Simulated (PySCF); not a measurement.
# CH₂B₂Br₂F₂: NMR shifts at several levels of theory

Aim: compute the NMR shifts of CH₂B₂Br₂F₂ (`FB(Br)CB(F)Br`) at several levels, and see how far they spread and what each costs.

Programs: PySCF 2.14.0, with density-fitted response routines of our own. Each step states its level of theory. These are calculated values for one molecule in the gas phase, unless marked as measured. Atoms are numbered from 0 throughout.

## 1. The starting structure

9 atoms, charge 0, multiplicity 1; geometry from: PBE0-D3(BJ)/def2-SVP.

Bonds of the start (Å): F0–B1 1.32, B1–Br2 1.92, B1–C3 1.56, C3–B4 1.56, B4–F5 1.32, B4–Br6 1.92, C3–H7 1.10, C3–H8 1.10.

## 2. Shielding tensors: PBE0/6-31G*

What the job is given:

```
{"job": {"kind": "nmr", "xc": "PBE0", "basis": "6-31G*", "pop": true}, "charge": 0, "multiplicity": 1}
F      0.883905     1.680464    -1.180240
B      1.046653     0.585355    -0.468699
Br     2.631167     0.467114     0.602076
C     -0.042092    -0.534320    -0.471156
B     -0.998653    -0.268252     0.735123
F     -0.717622    -0.739999     1.932023
Br    -2.581922     0.797220     0.561521
H     -0.594487    -0.489518    -1.420706
H      0.433277    -1.515667    -0.323398
```

Method: GIAO PBE0/6-31G* NMR shielding, non-relativistic, gas phase.

Started as:

```sh
$ OMP_NUM_THREADS=1 python probes_run.py task.json out
```

The driver reads the jobs from task.json and runs them one after another.

Output:

```text
coarse grid: 45752 points
cycle   1  E = -5435.6084797066  dE = -1.254e+00  |g| = 6.922e-01  |ddm| = 3.013e+00
cycle   2  E = -5435.5231310901  dE =  8.535e-02  |g| = 1.018e+00  |ddm| = 1.169e+00
cycle   3  E = -5435.6966193997  dE = -1.735e-01  |g| = 9.549e-02  |ddm| = 7.095e-01
cycle   4  E = -5435.6985378663  dE = -1.918e-03  |g| = 2.539e-02  |ddm| = 9.858e-02
cycle   5  E = -5435.6986821805  dE = -1.443e-04  |g| = 3.563e-03  |ddm| = 2.292e-02
cycle   6  E = -5435.6986853843  dE = -3.204e-06  |g| = 1.333e-03  |ddm| = 6.932e-03
final grid: 93728 points
cycle   7  E = -5435.6986200754  dE =  8.282e-08  |g| = 1.561e-03  |ddm| = 3.697e-03
cycle   8  E = -5435.6986198029  dE =  2.725e-07  |g| = 1.883e-03  |ddm| = 4.045e-03
cycle   9  E = -5435.6986205777  dE = -7.748e-07  |g| = 1.364e-04  |ddm| = 2.257e-03
cycle  10  E = -5435.6986205824  dE = -4.675e-09  |g| = 1.947e-05  |ddm| = 1.488e-04
cycle  11  E = -5435.6986205824  dE = -6.639e-11  |g| = 5.100e-06  |ddm| = 1.795e-05
converged SCF energy = -5435.6986205824

GIAO shielding tensors (ppm)
atom      isotropic    diamagn.    paramagn.     s11        s22        s33       span
  0 F      178.779     465.993    -287.215     24.481    117.504    394.351    369.870
  1 B       65.779     194.800    -129.021     28.262     82.317     86.757     58.494
  2 Br    2366.728    3122.429    -755.701   1859.617   2463.001   2777.566    917.950
  3 C      163.973     257.197     -93.224    124.027    180.576    187.316     63.290
  4 B       65.712     194.816    -129.104     28.070     82.175     86.893     58.823
  5 F      180.318     466.243    -285.925     25.456    118.063    397.434    371.979
  6 Br    2359.164    3122.377    -763.212   1850.448   2449.943   2777.102    926.654
  7 H       30.070      30.662      -0.593     26.266     30.307     33.636      7.369
  8 H       30.075      30.545      -0.470     26.264     30.239     33.723      7.460
```

Wall time 17 s (1 thread of Arm Neoverse V2, shared host); peak memory 0.88 GiB.

The references, computed at this level on geometries of the same kind, shield at (ppm): ¹H TMS 31.96, ¹³C TMS 194.1, ¹⁹F CFCl3 198.9, ¹¹B BF3·OEt2 112.3, ⁷⁹Br HBr 2580. Their shielding less the atom's gives the shift. The references are single molecules in the gas phase, so shifts against H2O, NH3, PH3, H3PO4 or CFCl3 are not on the usual liquid scales and can be off by tens of ppm. Atoms listed in one row are averaged.

```tsv
atoms	environment	σ (ppm)	δ (ppm)
C3	sp3 CH2 bonded to 2 B	164.0	30.2
H7, H8	hydrogen on an sp3 CH2 bonded to 2 B	30.07	1.89
F0, F5	fluorine bonded to B	179.5	19.4
B1, B4	boron bonded to C, Br, F	65.7	46.5
Br2, Br6	bromine bonded to B	2363	218
```

Charges from the same density, by scheme (e):

```tsv
atoms	Mulliken	IAO	Hirshfeld	ESP fit
F0, F5	-0.22	-0.28	-0.10	-0.15
B1, B4	0.50	0.44	0.23	0.28
Br2, Br6	-0.15	-0.05	-0.09	-0.12
C3	-0.71	-0.61	-0.20	-0.19
```

Mayer bond orders: F0–B1 1.22, B1–Br2 1.13, B1–C3 0.97, C3–B4 0.97, B4–F5 1.22, B4–Br6 1.13.

## 3. NMR shieldings: PBE0/def2-SVP

The job, as its differences from that of step 2:

```diff
@@ -1,2 +1,2 @@
-{"job": {"kind": "nmr", "xc": "PBE0", "basis": "6-31G*", "pop": true}, "charge": 0, "multiplicity": 1}
+{"job": {"kind": "nmr", "xc": "PBE0", "basis": "def2-SVP", "pop": true}, "charge": 0, "multiplicity": 1}
 F      0.883905     1.680464    -1.180240
```

With the program's defaults for keys left out, this is: GIAO PBE0/def2-SVP NMR shielding, non-relativistic, gas phase.

Output:

```text
coarse grid: 45752 points
cycle   1  E = -5435.4031521624  dE = -1.335e+00  |g| = 6.552e-01  |ddm| = 3.347e+00
cycle   2  E = -5435.3253648657  dE =  7.779e-02  |g| = 9.649e-01  |ddm| = 1.255e+00
cycle   3  E = -5435.4838758663  dE = -1.585e-01  |g| = 9.077e-02  |ddm| = 7.575e-01
cycle   4  E = -5435.4855355851  dE = -1.660e-03  |g| = 2.463e-02  |ddm| = 9.700e-02
cycle   5  E = -5435.4856767298  dE = -1.411e-04  |g| = 3.396e-03  |ddm| = 2.414e-02
cycle   6  E = -5435.4856794123  dE = -2.683e-06  |g| = 9.825e-04  |ddm| = 5.281e-03
final grid: 93728 points
cycle   7  E = -5435.4855785113  dE =  5.716e-08  |g| = 1.191e-03  |ddm| = 2.972e-03
cycle   8  E = -5435.4855783057  dE =  2.056e-07  |g| = 1.494e-03  |ddm| = 3.080e-03
cycle   9  E = -5435.4855788286  dE = -5.229e-07  |g| = 1.032e-04  |ddm| = 1.740e-03
cycle  10  E = -5435.4855788314  dE = -2.758e-09  |g| = 1.480e-05  |ddm| = 1.105e-04
cycle  11  E = -5435.4855788314  dE = -3.365e-11  |g| = 4.191e-06  |ddm| = 1.405e-05
converged SCF energy = -5435.4855788314

GIAO shielding tensors (ppm)
atom      isotropic    diamagn.    paramagn.     s11        s22        s33       span
  0 F      188.873     458.620    -269.746     35.351    123.971    407.298    371.947
  1 B       62.872     198.184    -135.313     21.480     79.939     87.196     65.716
  2 Br    2317.407    3124.544    -807.136   1747.856   2472.370   2731.996    984.140
  3 C      165.156     251.220     -86.065    122.959    182.943    189.565     66.605
  4 B       62.769     198.252    -135.483     21.265     79.718     87.326     66.061
  5 F      189.959     458.925    -268.966     35.809    123.862    410.206    374.397
  6 Br    2307.905    3124.493    -816.588   1738.077   2458.072   2727.565    989.488
  7 H       29.430      30.493      -1.063     25.274     29.639     33.377      8.103
  8 H       29.440      30.352      -0.912     25.281     29.561     33.477      8.196
```

It took 17 s on 1 thread of Arm Neoverse V2, shared host; peak memory 0.89 GiB.

Key values: δ C3 28.6, F0 25.2, B1 47.8, Br2 298, H7 1.91 ppm (means over like atoms).

## 4. Nuclear shieldings: PBE0/def2-TZVP

The job, as its differences from that of step 3:

```diff
@@ -1,2 +1,2 @@
-{"job": {"kind": "nmr", "xc": "PBE0", "basis": "def2-SVP", "pop": true}, "charge": 0, "multiplicity": 1}
+{"job": {"kind": "nmr", "xc": "PBE0", "basis": "def2-TZVP", "pop": true}, "charge": 0, "multiplicity": 1}
 F      0.883905     1.680464    -1.180240
```

With the program's defaults for keys left out, this is: GIAO PBE0/def2-TZVP NMR shielding, non-relativistic, gas phase.

Output:

```text
coarse grid: 45752 points
cycle   1  E = -5436.3556168564  dE = -1.260e+00  |g| = 7.629e-01  |ddm| = 2.642e+00
cycle   2  E = -5436.2724995337  dE =  8.312e-02  |g| = 1.068e+00  |ddm| = 8.905e-01
cycle   3  E = -5436.4394572595  dE = -1.670e-01  |g| = 1.401e-01  |ddm| = 5.245e-01
cycle   4  E = -5436.4422059651  dE = -2.749e-03  |g| = 2.884e-02  |ddm| = 8.327e-02
cycle   5  E = -5436.4423825773  dE = -1.766e-04  |g| = 7.917e-03  |ddm| = 2.393e-02
cycle   6  E = -5436.4423973536  dE = -1.478e-05  |g| = 1.809e-03  |ddm| = 7.404e-03
cycle   7  E = -5436.4423982262  dE = -8.727e-07  |g| = 5.275e-04  |ddm| = 1.874e-03
final grid: 93728 points
cycle   8  E = -5436.4423610075  dE = -1.294e-08  |g| = 7.282e-04  |ddm| = 3.598e-03
cycle   9  E = -5436.4423608741  dE =  1.334e-07  |g| = 1.025e-03  |ddm| = 1.423e-03
cycle  10  E = -5436.4423611464  dE = -2.724e-07  |g| = 3.856e-05  |ddm| = 8.062e-04
cycle  11  E = -5436.4423611467  dE = -3.129e-10  |g| = 8.456e-06  |ddm| = 2.855e-05
converged SCF energy = -5436.4423611467

GIAO shielding tensors (ppm)
atom      isotropic    diamagn.    paramagn.     s11        s22        s33       span
  0 F      170.329     463.904    -293.576     17.101    111.198    382.687    365.586
  1 B       53.091     196.549    -143.458     12.199     70.761     76.313     64.114
  2 Br    2302.107    3124.989    -822.882   1745.711   2417.790   2742.821    997.110
  3 C      154.309     247.692     -93.383    110.068    172.947    179.911     69.844
  4 B       52.963     196.660    -143.697     11.859     70.586     76.443     64.585
  5 F      171.036     463.932    -292.895     17.168    110.334    385.606    368.439
  6 Br    2294.179    3124.943    -830.763   1738.666   2402.985   2740.888   1002.221
  7 H       29.258      29.862      -0.604     25.417     29.647     32.710      7.293
  8 H       29.277      29.728      -0.451     25.400     29.582     32.847      7.447
```

Run time: 47 s. Hardware: 1 thread of Arm Neoverse V2, shared host; peak memory 1.2 GiB.

Key values: δ C3 32.3, F0 8.2, B1 49.6, Br2 308, H7 2.21 ppm (means over like atoms).

## 5. Nuclear shieldings: PBE0/cc-pVDZ

The job, as its differences from that of step 4:

```diff
@@ -1,2 +1,2 @@
-{"job": {"kind": "nmr", "xc": "PBE0", "basis": "def2-TZVP", "pop": true}, "charge": 0, "multiplicity": 1}
+{"job": {"kind": "nmr", "xc": "PBE0", "basis": "cc-pVDZ", "pop": true}, "charge": 0, "multiplicity": 1}
 F      0.883905     1.680464    -1.180240
```

Method: GIAO PBE0/cc-pVDZ NMR shielding, non-relativistic, gas phase.

Output:

```text
coarse grid: 45752 points
cycle   1  E = -5436.1977293655  dE = -1.196e+00  |g| = 6.574e-01  |ddm| = 5.836e+00
cycle   2  E = -5436.1158213698  dE =  8.191e-02  |g| = 9.828e-01  |ddm| = 2.215e+00
cycle   3  E = -5436.2797808669  dE = -1.640e-01  |g| = 9.197e-02  |ddm| = 1.230e+00
cycle   4  E = -5436.2816024070  dE = -1.822e-03  |g| = 2.043e-02  |ddm| = 1.802e-01
cycle   5  E = -5436.2817006935  dE = -9.829e-05  |g| = 4.075e-03  |ddm| = 3.863e-02
cycle   6  E = -5436.2817053702  dE = -4.677e-06  |g| = 8.702e-04  |ddm| = 1.180e-02
final grid: 93728 points
cycle   7  E = -5436.2815979312  dE = -1.185e-09  |g| = 8.756e-04  |ddm| = 4.034e-03
cycle   8  E = -5436.2815978075  dE =  1.237e-07  |g| = 1.075e-03  |ddm| = 4.088e-03
cycle   9  E = -5436.2815981473  dE = -3.399e-07  |g| = 9.752e-05  |ddm| = 2.244e-03
cycle  10  E = -5436.2815981498  dE = -2.481e-09  |g| = 1.873e-05  |ddm| = 1.881e-04
cycle  11  E = -5436.2815981499  dE = -5.912e-11  |g| = 3.867e-06  |ddm| = 2.477e-05
converged SCF energy = -5436.2815981499

GIAO shielding tensors (ppm)
atom      isotropic    diamagn.    paramagn.     s11        s22        s33       span
  0 F      181.277     459.664    -278.387     25.173    119.398    399.260    374.087
  1 B       66.046     200.345    -134.299     23.935     81.853     92.348     68.412
  2 Br    2329.605    3123.172    -793.567   1773.974   2459.780   2755.061    981.087
  3 C      166.255     250.685     -84.430    125.616    183.623    189.526     63.910
  4 B       65.936     200.337    -134.401     23.713     81.592     92.503     68.790
  5 F      182.479     459.933    -277.454     25.709    119.118    402.611    376.902
  6 Br    2320.758    3123.153    -802.396   1764.381   2445.108   2752.784    988.403
  7 H       29.413      30.335      -0.922     25.372     29.750     33.117      7.744
  8 H       29.409      30.179      -0.770     25.353     29.666     33.209      7.856
```

Run time: 17 s. Hardware: 1 thread of Arm Neoverse V2, shared host; peak memory 0.87 GiB.

In short: δ C3 30.5, F0 19.1, B1 47.8, Br2 301, H7 1.88 ppm (means over like atoms).

## 6. Shielding tensors: PBE0/cc-pVTZ

The job, as its differences from that of step 5:

```diff
@@ -1,2 +1,2 @@
-{"job": {"kind": "nmr", "xc": "PBE0", "basis": "cc-pVDZ", "pop": true}, "charge": 0, "multiplicity": 1}
+{"job": {"kind": "nmr", "xc": "PBE0", "basis": "cc-pVTZ", "pop": true}, "charge": 0, "multiplicity": 1}
 F      0.883905     1.680464    -1.180240
```

Method: GIAO PBE0/cc-pVTZ NMR shielding, non-relativistic, gas phase.

Output:

```text
coarse grid: 45752 points
cycle   1  E = -5436.4383599332  dE = -1.236e+00  |g| = 7.141e-01  |ddm| = 6.109e+00
cycle   2  E = -5436.3565091577  dE =  8.185e-02  |g| = 1.048e+00  |ddm| = 1.968e+00
cycle   3  E = -5436.5197442766  dE = -1.632e-01  |g| = 1.097e-01  |ddm| = 1.126e+00
cycle   4  E = -5436.5216400104  dE = -1.896e-03  |g| = 3.238e-02  |ddm| = 1.865e-01
cycle   5  E = -5436.5218699608  dE = -2.300e-04  |g| = 5.097e-03  |ddm| = 5.749e-02
cycle   6  E = -5436.5218756100  dE = -5.649e-06  |g| = 2.022e-03  |ddm| = 1.176e-02
final grid: 93728 points
cycle   7  E = -5436.5218441841  dE =  9.012e-07  |g| = 2.795e-03  |ddm| = 8.109e-03
cycle   8  E = -5436.5218420583  dE =  2.126e-06  |g| = 3.968e-03  |ddm| = 9.616e-03
cycle   9  E = -5436.5218462839  dE = -4.226e-06  |g| = 1.905e-04  |ddm| = 5.653e-03
cycle  10  E = -5436.5218462905  dE = -6.627e-09  |g| = 3.246e-05  |ddm| = 2.219e-04
cycle  11  E = -5436.5218462907  dE = -1.728e-10  |g| = 5.285e-06  |ddm| = 4.129e-05
converged SCF energy = -5436.5218462907

GIAO shielding tensors (ppm)
atom      isotropic    diamagn.    paramagn.     s11        s22        s33       span
  0 F      170.486     464.691    -294.205     17.633    113.337    380.488    362.855
  1 B       54.184     195.196    -141.012     14.589     71.541     76.422     61.833
  2 Br    2294.174    3123.162    -828.987   1728.541   2407.455   2746.527   1017.986
  3 C      154.696     249.836     -95.139    110.577    172.904    180.608     70.031
  4 B       54.080     195.239    -141.159     14.265     71.382     76.593     62.328
  5 F      171.423     464.934    -293.511     18.018    112.664    383.586    365.568
  6 Br    2286.375    3123.165    -836.790   1721.241   2392.764   2745.119   1023.878
  7 H       29.067      30.239      -1.172     25.161     29.381     32.659      7.498
  8 H       29.080      30.114      -1.033     25.146     29.305     32.790      7.644
```

Wall time 50 s (1 thread of Arm Neoverse V2, shared host); peak memory 1.1 GiB.

In short: δ C3 32.6, F0 11.6, B1 48.6, Br2 328, H7 2.22 ppm (means over like atoms).

## 7. Nuclear shieldings: PBE0/aug-cc-pVDZ

The job, as its differences from that of step 6:

```diff
@@ -1,2 +1,2 @@
-{"job": {"kind": "nmr", "xc": "PBE0", "basis": "cc-pVTZ", "pop": true}, "charge": 0, "multiplicity": 1}
+{"job": {"kind": "nmr", "xc": "PBE0", "basis": "aug-cc-pVDZ", "pop": true}, "charge": 0, "multiplicity": 1}
 F      0.883905     1.680464    -1.180240
```

Level: GIAO PBE0/aug-cc-pVDZ NMR shielding, non-relativistic, gas phase.

Output:

```text
coarse grid: 45752 points
cycle   1  E = -5436.2260682757  dE = -1.198e+00  |g| = 6.191e-01  |ddm| = 7.082e+00
cycle   2  E = -5436.1561198676  dE =  6.995e-02  |g| = 9.214e-01  |ddm| = 2.162e+00
cycle   3  E = -5436.2996128683  dE = -1.435e-01  |g| = 9.008e-02  |ddm| = 1.146e+00
cycle   4  E = -5436.3013155142  dE = -1.703e-03  |g| = 2.137e-02  |ddm| = 1.935e-01
cycle   5  E = -5436.3014220866  dE = -1.066e-04  |g| = 3.645e-03  |ddm| = 4.331e-02
cycle   6  E = -5436.3014259515  dE = -3.865e-06  |g| = 1.101e-03  |ddm| = 1.133e-02
final grid: 93728 points
cycle   7  E = -5436.3013184180  dE = -5.373e-08  |g| = 1.056e-03  |ddm| = 8.653e-03
cycle   8  E = -5436.3013183062  dE =  1.119e-07  |g| = 1.208e-03  |ddm| = 4.865e-03
cycle   9  E = -5436.3013187137  dE = -4.076e-07  |g| = 1.413e-04  |ddm| = 2.586e-03
cycle  10  E = -5436.3013187195  dE = -5.743e-09  |g| = 1.586e-05  |ddm| = 2.888e-04
cycle  11  E = -5436.3013187195  dE = -6.185e-11  |g| = 5.165e-06  |ddm| = 2.903e-05
converged SCF energy = -5436.3013187195

GIAO shielding tensors (ppm)
atom      isotropic    diamagn.    paramagn.     s11        s22        s33       span
  0 F      190.004     458.919    -268.916     46.809    131.405    391.797    344.988
  1 B       63.825     197.146    -133.321     22.132     82.748     86.594     64.462
  2 Br    2312.474    3122.523    -810.049   1762.689   2407.035   2767.696   1005.007
  3 C      164.990     183.360     -18.370    124.861    182.077    188.032     63.171
  4 B       63.749     196.496    -132.747     21.985     82.634     86.629     64.644
  5 F      190.767     458.875    -268.108     47.104    130.468    394.728    347.624
  6 Br    2304.111    3122.267    -818.156   1753.443   2392.077   2766.813   1013.370
  7 H       29.042      29.136      -0.094     25.110     29.397     32.619      7.509
  8 H       29.051      28.405       0.645     25.091     29.309     32.753      7.662
```

It took 33 s on 1 thread of Arm Neoverse V2, shared host; peak memory 1 GiB.

Key values: δ C3 30.1, F0 3.8, B1 46.4, Br2 335, H7 2.35 ppm (means over like atoms).

## 8. NMR shieldings: PBE0/pcSseg-0

The job, as its differences from that of step 7:

```diff
@@ -1,2 +1,2 @@
-{"job": {"kind": "nmr", "xc": "PBE0", "basis": "aug-cc-pVDZ", "pop": true}, "charge": 0, "multiplicity": 1}
+{"job": {"kind": "nmr", "xc": "PBE0", "basis": "pcSseg-0", "pop": true}, "charge": 0, "multiplicity": 1}
 F      0.883905     1.680464    -1.180240
```

Method: GIAO PBE0/pcSseg-0 NMR shielding, non-relativistic, gas phase.

Output:

```text
coarse grid: 45752 points
cycle   1  E = -5429.8410543570  dE = -2.598e+00  |g| = 6.293e-01  |ddm| = 3.235e+00
cycle   2  E = -5429.7808857872  dE =  6.017e-02  |g| = 8.938e-01  |ddm| = 1.684e+00
cycle   3  E = -5429.9240665809  dE = -1.432e-01  |g| = 9.490e-02  |ddm| = 9.644e-01
cycle   4  E = -5429.9255349453  dE = -1.468e-03  |g| = 3.818e-02  |ddm| = 1.421e-01
cycle   5  E = -5429.9258652751  dE = -3.303e-04  |g| = 1.582e-03  |ddm| = 4.369e-02
cycle   6  E = -5429.9258656219  dE = -3.468e-07  |g| = 7.260e-04  |ddm| = 3.429e-03
final grid: 93728 points
cycle   7  E = -5429.9259151157  dE =  3.996e-08  |g| = 8.945e-04  |ddm| = 2.754e-03
cycle   8  E = -5429.9259150058  dE =  1.099e-07  |g| = 1.103e-03  |ddm| = 3.243e-03
cycle   9  E = -5429.9259153324  dE = -3.266e-07  |g| = 3.332e-05  |ddm| = 1.757e-03
cycle  10  E = -5429.9259153326  dE = -1.537e-10  |g| = 9.504e-06  |ddm| = 4.317e-05
converged SCF energy = -5429.9259153326

GIAO shielding tensors (ppm)
atom      isotropic    diamagn.    paramagn.     s11        s22        s33       span
  0 F      136.427     469.762    -333.336    -55.070     42.250    422.100    477.170
  1 B       48.471     189.437    -140.966      0.151     67.355     77.906     77.754
  2 Br    2246.262    3118.600    -872.339   1603.031   2483.535   2652.219   1049.188
  3 C      158.003     268.378    -110.375    111.583    179.098    183.327     71.743
  4 B       48.347     189.437    -141.090     -0.046     67.025     78.062     78.107
  5 F      137.641     470.012    -332.371    -54.511     42.579    424.855    479.366
  6 Br    2235.443    3118.537    -883.094   1591.854   2469.683   2644.793   1052.938
  7 H       31.037      32.793      -1.755     27.128     30.876     35.108      7.981
  8 H       31.024      32.657      -1.633     27.139     30.720     35.213      8.074
```

Run time: 9.7 s. Hardware: 1 thread of Arm Neoverse V2, shared host; peak memory 0.74 GiB.

In short: δ C3 35.5, F0 41.3, B1 56.5, Br2 318, H7 1.80 ppm (means over like atoms).

## 9. Comparing the runs: NMR shifts

Shifts (ppm), means over like atoms, with basis size and wall time:

```tsv
run	C3	H7	F0	B1	Br2	functions	time
PBE0/6-31G*	30.2	1.89	19.4	46.5	218	138	17 s
PBE0/def2-SVP	28.6	1.91	25.2	47.8	298	144	17 s
PBE0/def2-TZVP	32.3	2.21	8.2	49.6	308	263	47 s
PBE0/cc-pVDZ	30.5	1.88	19.1	47.8	301	134	17 s
PBE0/cc-pVTZ	32.6	2.22	11.6	48.6	328	264	50 s
PBE0/aug-cc-pVDZ	30.1	2.35	3.8	46.4	335	205	33 s
PBE0/pcSseg-0	35.5	1.80	41.3	56.5	318	99	9.7 s
```

## 10. Results

| quantity | value |
| --- | --- |
| ¹³C shifts against TMS (PBE0/6-31G*) | 30.2 ppm |
| ¹H shifts against TMS (PBE0/6-31G*, means over atoms taken as alike) | 1.89 ppm |
| ¹⁹F shifts against CFCl3 (PBE0/6-31G*, means over atoms taken as alike) | 19.4 ppm |
| ¹¹B shifts against BF3·OEt2 (PBE0/6-31G*, means over atoms taken as alike) | 46.5 ppm |
| ⁷⁹Br shifts against HBr (PBE0/6-31G*, means over atoms taken as alike) | 218 ppm |
| range of the shift of Br2 (with its like atoms) | 218 to 335 ppm |

In words: Single values in the summary come from the first sound run of each kind (PBE0/6-31G*), which need not be the best level. At PBE0/6-31G*: The largest span, 922 ppm, is at Br2, Br6, where the paramagnetic term is -759 ppm. In ppm, Br2 (with its like atoms) moves most: its shift spreads over 118 ppm, from 218 (PBE0/6-31G*) to 335 (PBE0/aug-cc-pVDZ). Part of that comes from the computed reference. Spin-orbit coupling is left out, which matters for shieldings and couplings at and beside the heavy atoms.
